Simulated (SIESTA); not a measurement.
Here is a SIESTA 5.4.2 calculation.

The input AlFe3B.fdf:

```
SystemName                      AlFe3B
SystemLabel                     AlFe3B
NumberOfSpecies                 3
NumberOfAtoms                   5
%block ChemicalSpeciesLabel
  1  26 Fe
  2  13 Al
  3   5 B
%endblock ChemicalSpeciesLabel

LatticeConstant                 1.0 Ang
%block LatticeVectors
     3.8223220000     0.0000000000     0.0000000000
     0.0000000000     3.8223220000     0.0000000000
     0.0000000000     0.0000000000     3.8223220000
%endblock LatticeVectors
AtomicCoordinatesFormat         Fractional
%block AtomicCoordinatesAndAtomicSpecies
     0.0000000000     0.0000000000     0.5000000000  1  Fe
     0.0000000000     0.5000000000     0.0000000000  1  Fe
     0.5000000000     0.0000000000     0.0000000000  1  Fe
     0.5000000000     0.5000000000     0.5000000000  2  Al
     0.0000000000     0.0000000000     0.0000000000  3  B
%endblock AtomicCoordinatesAndAtomicSpecies

%block kgrid.MonkhorstPack
    7   0   0  0.0
    0   7   0  0.0
    0   0   7  0.0
%endblock kgrid.MonkhorstPack
XC.Functional                   GGA
XC.Authors                      PBEsol
PAO.BasisSize                   DZP
PAO.EnergyShift                 0.003 Ry
Mesh.Cutoff                     800 Ry
Spin                            polarized
%block DM.InitSpin
    1   0.000
    2   0.000
    3   0.000
    4   0.000
    5   0.000
%endblock DM.InitSpin
OccupationFunction              FD
ElectronicTemperature           0.05 eV
MaxSCFIterations                120
SCF.MustConverge                false
SCF.Mixer.Method                Pulay
SCF.Mixer.Weight                0.25
SCF.Mixer.History               8
SCF.DM.Tolerance                5.0e-05
SCF.H.Tolerance                 1.0e-03 eV
WriteForces                     true
Charge.Mulliken                 end
%block PAO.Basis
  Fe 5
  n=3 0 2
    2.625 0.000
  n=4 0 2
    7.520 0.000
  n=3 1 2
    2.943 0.000
  n=4 1 1
    7.520
  n=3 2 2
    4.859 0.000
%endblock PAO.Basis
```

Potentials or basis: PseudoDojo 0.4 standard (PBEsol files), DZP (energy shift 0.003 Ry; two zetas on semicore shells).

The run is started by

```console
$ siesta AlFe3B.fdf > AlFe3B.out 2>&1
```

Question: Predict the band gap on the k mesh.

Answer: None (metal or under the smearing width).

Question: What does it give for the net moment?

Answer: 0.00 μB per cell.

Question: What does it give for the pressure?

Answer: -12.2 GPa.

Caveat: short orbitals over semicore shells can move pressures by several GPa; the basis of atomic orbitals isn't converged, which shifts pressures, moduli and gaps.
